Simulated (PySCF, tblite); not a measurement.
# C5H6F2O2: a rotation path, then NMR shifts on frames, part 1 of 2

Aim: move C5H6F2O2 (`FC(F)OC1=COCC1`) away from its starting geometry and see how NMR shifts follow the geometry.

The runs use tblite 0.8.0 and PySCF 2.14.0, with density-fitted response routines of our own; the level of theory stands in each step. All values are computed, except where a source is named. Atoms are numbered from 0 throughout.

### Step 1. The molecule as given

15 atoms, charge 0, multiplicity 1; geometry from: GFN2-xTB.

Bonds of the start (Å): F0–C1 1.34, C1–F2 1.36, C1–O3 1.35, O3–C4 1.38, C4–C5 1.33, C5–O6 1.36, O6–C7 1.43, C7–C8 1.54, C8–C4 1.51, C1–H9 1.11, C5–H10 1.07, C7–H11 1.09, C7–H12 1.09, C8–H13 1.09, C8–H14 1.09.

### Step 2. The rotation path with GFN2-xTB

Job settings and geometry (Å):

```
{"job": {"kind": "neb", "xc": "GFN2-xTB", "basis": "xTB", "atoms": [0, 1, 3, 4], "turn": 120}, "charge": 0, "multiplicity": 1}
F      3.442690     0.147002    -1.067929
C      2.421946     0.243118    -0.208985
F      2.820321    -0.392871     0.924575
O      1.347599    -0.347097    -0.767384
C      0.137086    -0.132856    -0.134337
C     -0.131884     0.356248     1.071406
O     -1.465552     0.432828     1.339553
C     -2.178505    -0.085398     0.210247
C     -1.138761    -0.489888    -0.849646
H      2.272341     1.308513     0.057190
H      0.512767     0.691174     1.861815
H     -2.855388     0.696836    -0.144879
H     -2.774427    -0.935213     0.554318
H     -1.242987     0.069102    -1.780535
H     -1.171660    -1.553509    -1.087319
```

With the program's defaults for keys left out, this is: GFN2-xTB climbing-image nudged elastic band, gas phase.

Command:

```console
$ OMP_NUM_THREADS=1 python probes_run.py task.json out
```

One launch serves the whole session: the jobs run in the order shown.

What it wrote:

```text
image   E - E0 / eV
  0       0.0000
  1       0.0082
  2       0.0264
  3       0.0478
  4       0.0648
  5       0.0712
  6       0.0633
  7       0.0347
  8      -0.0002
```

Run time: 14 s. Hardware: 1 thread, shared host.

The final band, with the dihedral F0–C1–O3–C4:

| image | dihedral (°) | energy (eV) | energy (kcal/mol) |
| --- | --- | --- | --- |
| 0 | -169 | 0.000 | 0.0 |
| 1 | -159 | 0.008 | 0.2 |
| 2 | -148 | 0.026 | 0.6 |
| 3 | -137 | 0.048 | 1.1 |
| 4 | -124 | 0.065 | 1.5 |
| 5 | -111 | 0.071 | 1.6 |
| 6 | -96 | 0.063 | 1.5 |
| 7 | -77 | 0.035 | 0.8 |
| 8 | -75 | 0.000 | 0.0 |

### Step 3. Nuclear shieldings: image 0, PBE0/pcSseg-1

Job settings and geometry (Å):

```
{"job": {"kind": "nmr", "xc": "PBE0", "basis": "pcSseg-1", "pop": false}, "charge": 0, "multiplicity": 1}
F      3.442700     0.147000    -1.067900
C      2.421900     0.243100    -0.209000
F      2.820300    -0.392900     0.924600
O      1.347600    -0.347100    -0.767400
C      0.137100    -0.132900    -0.134300
C     -0.131900     0.356200     1.071400
O     -1.465600     0.432800     1.339600
C     -2.178500    -0.085400     0.210200
C     -1.138800    -0.489900    -0.849600
H      2.272300     1.308500     0.057200
H      0.512800     0.691200     1.861800
H     -2.855400     0.696800    -0.144900
H     -2.774400    -0.935200     0.554300
H     -1.243000     0.069100    -1.780500
H     -1.171700    -1.553500    -1.087300
```

Level: GIAO PBE0/pcSseg-1 NMR shielding, non-relativistic, gas phase.

What it wrote:

```text
coarse grid: 13496 points
cycle   1  E = -543.3748403553  dE =  1.675e+00  |g| = 9.320e-01  |ddm| = 3.520e+00
cycle   2  E = -543.2174504092  dE =  1.574e-01  |g| = 1.365e+00  |ddm| = 1.312e+00
cycle   3  E = -543.5183183651  dE = -3.009e-01  |g| = 1.413e-01  |ddm| = 8.518e-01
cycle   4  E = -543.5208895203  dE = -2.571e-03  |g| = 8.741e-02  |ddm| = 1.696e-01
cycle   5  E = -543.5224179063  dE = -1.528e-03  |g| = 1.488e-02  |ddm| = 7.531e-02
cycle   6  E = -543.5224613271  dE = -4.342e-05  |g| = 6.190e-03  |ddm| = 1.562e-02
cycle   7  E = -543.5224694357  dE = -8.109e-06  |g| = 1.179e-03  |ddm| = 4.756e-03
final grid: 133896 points
cycle   8  E = -543.6103327270  dE = -3.741e-05  |g| = 1.455e-02  |ddm| = 2.765e-02
cycle   9  E = -543.6102848160  dE =  4.791e-05  |g| = 2.214e-02  |ddm| = 2.031e-02
cycle  10  E = -543.6103694800  dE = -8.466e-05  |g| = 1.396e-03  |ddm| = 1.293e-02
cycle  11  E = -543.6103698507  dE = -3.706e-07  |g| = 4.794e-04  |ddm| = 1.385e-03
cycle  12  E = -543.6103698919  dE = -4.117e-08  |g| = 1.936e-04  |ddm| = 5.245e-04
cycle  13  E = -543.6103698998  dE = -7.930e-09  |g| = 4.437e-05  |ddm| = 1.746e-04
cycle  14  E = -543.6103699001  dE = -2.938e-10  |g| = 1.298e-05  |ddm| = 2.999e-05
converged SCF energy = -543.6103699001

GIAO shielding tensors (ppm)
atom      isotropic    diamagn.    paramagn.     s11        s22        s33       span
  0 F      273.379     466.828    -193.449    181.008    291.007    348.122    167.115
  1 C       64.253     239.865    -175.612     46.053     67.330     79.375     33.322
  2 F      267.300     473.440    -206.141    193.750    252.279    355.870    162.120
  3 O      190.656     400.173    -209.517    133.754    195.733    242.482    108.728
  4 C       45.719     255.584    -209.864    -39.544     80.710     95.993    135.537
  5 C       53.649     255.019    -201.370    -16.366     70.898    106.414    122.780
  6 O      248.867     396.886    -148.019    201.362    224.361    320.876    119.514
  7 C      117.593     243.935    -126.342     79.735    102.847    170.199     90.464
  8 C      152.506     248.624     -96.118    125.313    160.035    172.171     46.858
  9 H       25.314      28.471      -3.157     22.684     24.602     28.657      5.973
 10 H       25.633      31.767      -6.134     22.640     25.704     28.556      5.915
 11 H       27.133      27.989      -0.855     22.741     26.377     32.283      9.542
 12 H       27.110      27.868      -0.757     22.701     26.372     32.258      9.556
 13 H       28.600      29.744      -1.145     24.730     26.890     34.178      9.448
 14 H       28.503      29.477      -0.974     24.604     26.811     34.095      9.491
```

It took 72 s on 1 thread, shared host.

Shifts follow as δ = σ(reference) − σ, with reference shieldings (ppm) from runs at the same level and on the same kind of geometry: ¹H TMS 31.72, ¹³C TMS 186.9, ¹⁹F CFCl3 170.9, ¹⁷O H2O 336.1. The references are single molecules in the gas phase, so shifts against H2O, NH3, PH3, H3PO4 or CFCl3 are not on the usual liquid scales and can be off by tens of ppm. Each atom is listed at this fixed geometry, with no averaging over motion; a spectrum would average atoms that exchange fast.

| atoms | environment | σ (ppm) | δ (ppm) |
| --- | --- | --- | --- |
| C4 | alkene carbon bearing oxygen | 45.7 | 141.2 |
| C5 | alkene carbon bearing oxygen | 53.6 | 133.3 |
| C1 | sp3 CH bonded to 2 F and O | 64.3 | 122.7 |
| C7 | sp3 CH2 bonded to O | 117.6 | 69.3 |
| C8 | allylic sp3 CH2 | 152.5 | 34.4 |
| H9 | hydrogen on an sp3 CH bonded to 2 F and O | 25.31 | 6.40 |
| H10 | hydrogen on an alkene carbon bearing oxygen | 25.63 | 6.08 |
| H12 | hydrogen on an sp3 CH2 bonded to O | 27.11 | 4.61 |
| H11 | hydrogen on an sp3 CH2 bonded to O | 27.13 | 4.58 |
| H14 | hydrogen on an allylic sp3 CH2 | 28.50 | 3.21 |
| H13 | hydrogen on an allylic sp3 CH2 | 28.60 | 3.12 |
| F2 | fluorine of a CF2 group | 267.3 | -96.4 |
| F0 | fluorine of a CF2 group | 273.4 | -102.4 |
| O3 | ether oxygen | 190.7 | 145.4 |
| O6 | ether oxygen | 248.9 | 87.2 |

Ring of atoms C4, C5, O6, C7, C8: NICS(0) -5.1, NICS(1) -1.7, NICS(1)zz -1.0 ppm (means of both faces).

### Step 4. Nuclear shieldings: image 2, PBE0/pcSseg-1

Job settings and geometry (Å):

```
{"job": {"kind": "nmr", "xc": "PBE0", "basis": "pcSseg-1", "pop": false}, "charge": 0, "multiplicity": 1}
F      3.304000     0.455900    -1.186400
C      2.440200     0.209600    -0.188500
F      3.092400    -0.615600     0.668500
O      1.346100    -0.379700    -0.705200
C      0.132500    -0.134900    -0.092800
C     -0.169600     0.412700     1.079700
O     -1.511200     0.497300     1.307200
C     -2.193700    -0.050300     0.173000
C     -1.124100    -0.538600    -0.817900
H      2.241400     1.154100     0.350400
H      0.444100     0.794900     1.873400
H     -2.824500     0.737800    -0.248800
H     -2.835000    -0.860500     0.528900
H     -1.194000    -0.056500    -1.793300
H     -1.152900    -1.618100    -0.970200
```

Level: GIAO PBE0/pcSseg-1 NMR shielding, non-relativistic, gas phase.

What it wrote:

```text
coarse grid: 13496 points
cycle   1  E = -543.3717598742  dE =  1.675e+00  |g| = 9.354e-01  |ddm| = 3.515e+00
cycle   2  E = -543.2140577054  dE =  1.577e-01  |g| = 1.369e+00  |ddm| = 1.315e+00
cycle   3  E = -543.5164042293  dE = -3.023e-01  |g| = 1.406e-01  |ddm| = 8.502e-01
cycle   4  E = -543.5189096043  dE = -2.505e-03  |g| = 8.812e-02  |ddm| = 1.704e-01
cycle   5  E = -543.5204653423  dE = -1.556e-03  |g| = 1.507e-02  |ddm| = 7.607e-02
cycle   6  E = -543.5205102650  dE = -4.492e-05  |g| = 6.147e-03  |ddm| = 1.572e-02
cycle   7  E = -543.5205183017  dE = -8.037e-06  |g| = 1.181e-03  |ddm| = 4.765e-03
final grid: 133896 points
cycle   8  E = -543.6083037852  dE = -3.606e-05  |g| = 1.447e-02  |ddm| = 2.770e-02
cycle   9  E = -543.6082560640  dE =  4.772e-05  |g| = 2.204e-02  |ddm| = 2.041e-02
cycle  10  E = -543.6083402821  dE = -8.422e-05  |g| = 1.417e-03  |ddm| = 1.293e-02
cycle  11  E = -543.6083406662  dE = -3.841e-07  |g| = 4.875e-04  |ddm| = 1.406e-03
cycle  12  E = -543.6083407094  dE = -4.323e-08  |g| = 1.944e-04  |ddm| = 5.384e-04
cycle  13  E = -543.6083407174  dE = -8.044e-09  |g| = 4.505e-05  |ddm| = 1.777e-04
cycle  14  E = -543.6083407178  dE = -3.101e-10  |g| = 1.301e-05  |ddm| = 3.087e-05
converged SCF energy = -543.6083407178

GIAO shielding tensors (ppm)
atom      isotropic    diamagn.    paramagn.     s11        s22        s33       span
  0 F      266.949     467.718    -200.769    174.241    283.360    343.246    169.005
  1 C       63.278     241.258    -177.980     44.890     67.749     77.196     32.306
  2 F      265.473     471.013    -205.540    178.388    265.075    352.955    174.567
  3 O      191.445     400.411    -208.966    118.496    200.181    255.658    137.162
  4 C       43.445     255.182    -211.737    -41.208     77.303     94.240    135.447
  5 C       56.639     254.787    -198.147    -12.767     74.030    108.655    121.422
  6 O      251.917     396.694    -144.776    202.169    230.972    322.611    120.442
  7 C      117.872     243.966    -126.093     80.435    102.817    170.365     89.931
  8 C      151.999     248.797     -96.798    124.270    159.522    172.207     47.937
  9 H       25.298      28.893      -3.595     22.487     25.459     27.948      5.462
 10 H       25.692      31.805      -6.113     22.971     25.636     28.469      5.499
 11 H       27.162      28.030      -0.868     22.680     26.436     32.370      9.690
 12 H       27.125      27.778      -0.653     22.836     26.357     32.183      9.347
 13 H       28.630      29.830      -1.200     24.853     27.008     34.029      9.176
 14 H       28.468      29.523      -1.055     24.525     26.867     34.012      9.487
```

Wall time 78 s (1 thread, shared host).

Key values: δ C4 143.5, C5 130.3, C1 123.6, C7 69.1, H9 6.42, H10 6.02 ppm.

(Continued in part 2 of 2.)
